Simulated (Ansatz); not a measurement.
# C₅H₁₀Cl₂Si₂: up Jacob's ladder to CCSD(T)

How much do the methods differ for C₅H₁₀Cl₂Si₂? The plan is to run it at one geometry with functionals of several rungs and with coupled cluster. The yardstick is the atomisation energy at the CCSD(T) limit.

Computed with Ansatz 0.2.0, Gaussian basis. Level: functionals in def2-TZVPP, the program's frozen cores in correlated methods.

The runs, in order: LDA (SPW92), PBE-D4, revPBE-D4, BLYP-D4, r2SCAN-D4, B97M-V, PBE0-D4, B3LYP-D4, r2SCANh-D4, r2SCAN0-D4, HSE06-D4, BHLYP-D4, CAM-B3LYP-D4, LC-ωPBE, ωB97X-V, ωB97M-V, B2PLYP, PBE-QIDH; CCSD(T)/def2-SVP; CCSD(T)/def2-TZVPP; MP2/def2-QZVPP; extrapolation to the limit; RPA on PBE.

## (1) Structure used throughout

An earlier PBE0-D4 in a triple-zeta def2 set relaxation fixed the geometry.

SMILES `C=C[Si@@H](Cl)C[Si@@H](Cl)C=C`, 19 atoms, charge 0, spin multiplicity 1.

Atoms are counted from 1 here; the program's logs count them from 0.

Bond lengths: C1–C2 1.330 Å, C1–H10 1.086 Å, C1–H11 1.086 Å, C2–Si3 1.851 Å, C2–H12 1.089 Å, Si3–Cl4 2.072 Å, Si3–C5 1.863 Å, Si3–H13 1.480 Å, C5–Si6 1.861 Å, C5–H14 1.096 Å, C5–H15 1.096 Å, Si6–Cl7 2.067 Å, Si6–C8 1.853 Å, Si6–H16 1.484 Å, C8–C9 1.330 Å, C8–H17 1.089 Å, C9–H18 1.086 Å, C9–H19 1.086 Å. Angles: C2–C1–H10 122.2°, C2–C1–H11 122.1°, H10–C1–H11 115.7°, C1–C2–Si3 124.3°, C1–C2–H12 118.2°, Si3–C2–H12 117.5°, C2–Si3–Cl4 107.8°, C2–Si3–C5 113.6°, C2–Si3–H13 111.1°, Cl4–Si3–C5 107.7°, Cl4–Si3–H13 105.4°, C5–Si3–H13 110.9°, Si3–C5–Si6 117.8°, Si3–C5–H14 105.8°, Si3–C5–H15 108.9°, Si6–C5–H14 108.3°, Si6–C5–H15 108.6°, H14–C5–H15 106.9° and more.

As a file:

```xyz
19
charge 0, multiplicity 1
C     0.47983    2.40143   -1.69815
C     1.45573    2.32935   -0.79789
Si    1.83609    0.82434    0.20981
Cl    3.67638    0.09867   -0.40815
C     0.58846   -0.54450    0.00412
Si   -1.16562   -0.20655    0.52745
Cl   -1.17885    0.96406    2.23119
C    -2.09760   -1.76391    0.89899
C    -1.60804   -2.98475    0.70308
H    -0.18139    1.56508   -1.90321
H     0.29250    3.30295   -2.27451
H     2.08262    3.20682   -0.64641
H     2.00917    1.17046    1.63816
H     0.96859   -1.38518    0.59624
H     0.58563   -0.86760   -1.04330
H    -1.88380    0.58208   -0.50368
H    -3.11052   -1.66842    1.28747
H    -0.60552   -3.14913    0.31807
H    -2.18536   -3.87968    0.91711
```

## (2) LDA

This LDA is Slater exchange with PW92 correlation.

in.yaml reads:

```yaml
crystal:
  periodic: [false, false, false]
  atoms:
    - {symbol: C, position_ang: [0.479825, 2.401427, -1.698145]}
    - {symbol: C, position_ang: [1.455728, 2.329351, -0.797886]}
    - {symbol: Si, position_ang: [1.836094, 0.824336, 0.209810]}
    - {symbol: Cl, position_ang: [3.676384, 0.098666, -0.408149]}
    - {symbol: C, position_ang: [0.588459, -0.544503, 0.004116]}
    - {symbol: Si, position_ang: [-1.165622, -0.206547, 0.527453]}
    - {symbol: Cl, position_ang: [-1.178847, 0.964065, 2.231189]}
    - {symbol: C, position_ang: [-2.097600, -1.763908, 0.898991]}
    - {symbol: C, position_ang: [-1.608044, -2.984753, 0.703080]}
    - {symbol: H, position_ang: [-0.181387, 1.565077, -1.903212]}
    - {symbol: H, position_ang: [0.292503, 3.302955, -2.274513]}
    - {symbol: H, position_ang: [2.082620, 3.206818, -0.646409]}
    - {symbol: H, position_ang: [2.009173, 1.170455, 1.638160]}
    - {symbol: H, position_ang: [0.968591, -1.385182, 0.596239]}
    - {symbol: H, position_ang: [0.585627, -0.867598, -1.043298]}
    - {symbol: H, position_ang: [-1.883803, 0.582077, -0.503680]}
    - {symbol: H, position_ang: [-3.110521, -1.668422, 1.287467]}
    - {symbol: H, position_ang: [-0.605519, -3.149134, 0.318074]}
    - {symbol: H, position_ang: [-2.185360, -3.879677, 0.917111]}
basis:
  gaussian: {orbitals: def2-TZVPP}
hamiltonian: {xc: lda}
output: {orbitals: {seedname: orbitals}}
```

After this run come: PBE-D4 (GGA); revPBE-D4 (GGA); BLYP-D4 (GGA); r2SCAN-D4 (meta-GGA); B97M-V (meta-GGA); PBE0-D4 (hybrid); B3LYP-D4 (hybrid); r2SCANh-D4 (hybrid); r2SCAN0-D4 (hybrid); HSE06-D4 (hybrid); BHLYP-D4 (hybrid); CAM-B3LYP-D4 (range-separated); LC-ωPBE (range-separated); ωB97X-V (range-separated); ωB97M-V (range-separated); B2PLYP (double hybrid); PBE-QIDH (double hybrid); CCSD(T) in def2-SVP; CCSD(T) in def2-TZVPP; MP2 in def2-QZVPP; RPA on PBE orbitals.

**Question.** What will the summary of the whole plan be? Wanted: atomisation energy, CCSD(T)/CBS; farthest beyond LDA; mean size of error, GGA; mean size of error, meta-GGA; mean size of error, hybrid; mean size of error, range-separated; mean size of error, double hybrid; gap, smallest and largest; T1 diagnostic.

As calculated:

| quantity | value |
| --- | --- |
| atomisation energy, CCSD(T)/CBS | 1776.3 kcal/mol |
| functionals within 8.9 kcal/mol (0.5 %) | revPBE-D4, r2SCAN-D4, B3LYP-D4, r2SCANh-D4, CAM-B3LYP-D4, ωB97X-V, ωB97M-V, PBE-QIDH |
| farthest beyond LDA | BHLYP-D4 (-40.2 kcal/mol) |
| mean size of error, GGA | 16.8 kcal/mol |
| mean size of error, meta-GGA | 8.1 kcal/mol |
| mean size of error, hybrid | 12.9 kcal/mol |
| mean size of error, range-separated | 6.0 kcal/mol |
| mean size of error, double hybrid | 13.1 kcal/mol |
| gap, smallest and largest | 5.03 eV (LDA (SPW92)), 12.35 eV (LC-ωPBE) |
| T1 diagnostic | 0.0106 |
| triples share of the correlation energy | 4.4 % |

What this shows: The LDA atomisation energy is off by 230.7 kcal/mol (13 %): it overbinds. PBE-D4 misses by +29.7 kcal/mol. Double hybrids carry the basis error of their MP2 part in triple zeta, and no dispersion term here, so their miss is partly the set-up's. The rungs range-separated, meta-GGA miss on average by less than the doubt on the reference (8.9 kcal/mol), so they tie. Misses under about 8.9 kcal/mol are within the doubt on the reference itself, which lacks core-valence correlation, relativity and higher excitations. Hartree-Fock recovers 75 % of the binding; the rest is correlation. CCSD(T) in def2-SVP is off by -96.3 kcal/mol, so the small basis spoils what the method gains. The gap grows from 5.0 to 12.3 eV across the functionals, mostly with the share of exact exchange.
